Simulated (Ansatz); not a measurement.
Run this with the Python package of Ansatz (0.2.0) and show what comes out.

The script reads `ca3y.extxyz`:
```text
4
Lattice="-2.694247 2.694247 5.461968 2.694247 -2.694247 5.461968 2.694247 2.694247 -5.461968" Properties=species:S:1:pos:R:3 pbc="T T T"
Ca    0.00000000    2.69424700    2.73098400
Ca    2.69424700    0.00000000    2.73098400
Ca    0.00000000    0.00000000    5.46196800
Y     0.00000000    0.00000000    0.00000000
```

`ca3y_ecut.py`
```python
"""Convergence of Ca3Y with the plane-wave cutoff."""

import warnings

import ansatz
from tabulate import tabulate

params = {
    "vdw": "d4",
    "k_density": 3.4,
    "occupations": "Marzari-Vanderbilt",
    "width_ev": 0.15,
}

warnings.simplefilter("ignore", ansatz.DeckWarning)

xtal = ansatz.Crystal.from_extxyz("ca3y.extxyz")

job = (
    xtal.calculation()
    .functional(ansatz.Functional.PBESOL, dispersion=params["vdw"])
    .kpoints(density=params["k_density"])
    .occupations(params["occupations"], width=params["width_ev"])
    .mixing("anderson")
)

rows = []
for value in [250, 300, 350, 400, 450, 500]:
    rep = job.basis(value).run(threads=1, pin="off").report
    rows.append((value, rep["free_energy_ev"] / len(rep["lattice"]["sites"]), rep["n_iterations"], rep["n_pw"]))

print(tabulate(rows, headers=["cutoff (eV)", "F/atom (eV)", "iterations", "plane waves"], floatfmt=".4f", tablefmt="grid"))

# differences from the last row
for row in rows[:-1]:
    shift = 1000 * (row[1] - rows[-1][1])
    print(f"{row[0]}: {shift:+.2f} meV/atom" + ("  (within 2 meV)" if abs(shift) < 2 else ""))
```

`python ca3y_ecut.py` gives:
```text
RunWarning: dispersion: an atom stands within reach of a switch of its C6 between two reference coordination numbers of its element: through that C6 alone, e_disp changes by 0.025 eV or more while the distances to its neighbours run over a stretch of 0.05 Å that contains this geometry (sites counted from 0 in the [...]
+---------------+---------------+--------------+---------------+
|   cutoff (eV) |   F/atom (eV) |   iterations |   plane waves |
+===============+===============+==============+===============+
|           250 |    -2293.8321 |            7 |          1403 |
+---------------+---------------+--------------+---------------+
|           300 |    -2293.9702 |            7 |          1863 |
+---------------+---------------+--------------+---------------+
|           350 |    -2293.9842 |            7 |          2373 |
+---------------+---------------+--------------+---------------+
|           400 |    -2293.9851 |            7 |          2897 |
+---------------+---------------+--------------+---------------+
|           450 |    -2293.9851 |            7 |          3435 |
+---------------+---------------+--------------+---------------+
|           500 |    -2293.9852 |            7 |          4003 |
+---------------+---------------+--------------+---------------+
250: +153.09 meV/atom
300: +14.93 meV/atom
350: +0.93 meV/atom  (within 2 meV)
400: +0.09 meV/atom  (within 2 meV)
450: +0.04 meV/atom  (within 2 meV)
```
(Warnings from the package without file and line, shortened.)

From 350 eV on it stays within 2 meV an atom of the value at 500 eV; the first row (250 eV) is off by 153.1 meV and the last but one by 0.04 meV. The energy falls steadily, as expected when plane waves are added. The last run costs about 2.0 times the first.

What to keep in mind:
- Dispersion corrections can be off by several per cent in the lattices of metals, and by several GPa in the pressure at a fixed cell.
- The mesh is modest for a metal, so energies can be off by several to tens of meV an atom and pressures by half a GPa or more; differences at equal mesh fare better.
- The structure comes from a database of computed cells and needn't be a stable or known phase.
- Shifts are counted from the last row, which is itself no proven limit.
- The script silences the warnings on its input, which a real study should read.
- Run time: 23 s on 1 thread of Arm Neoverse V2, with other jobs on the host, peak memory 0.51 GiB.
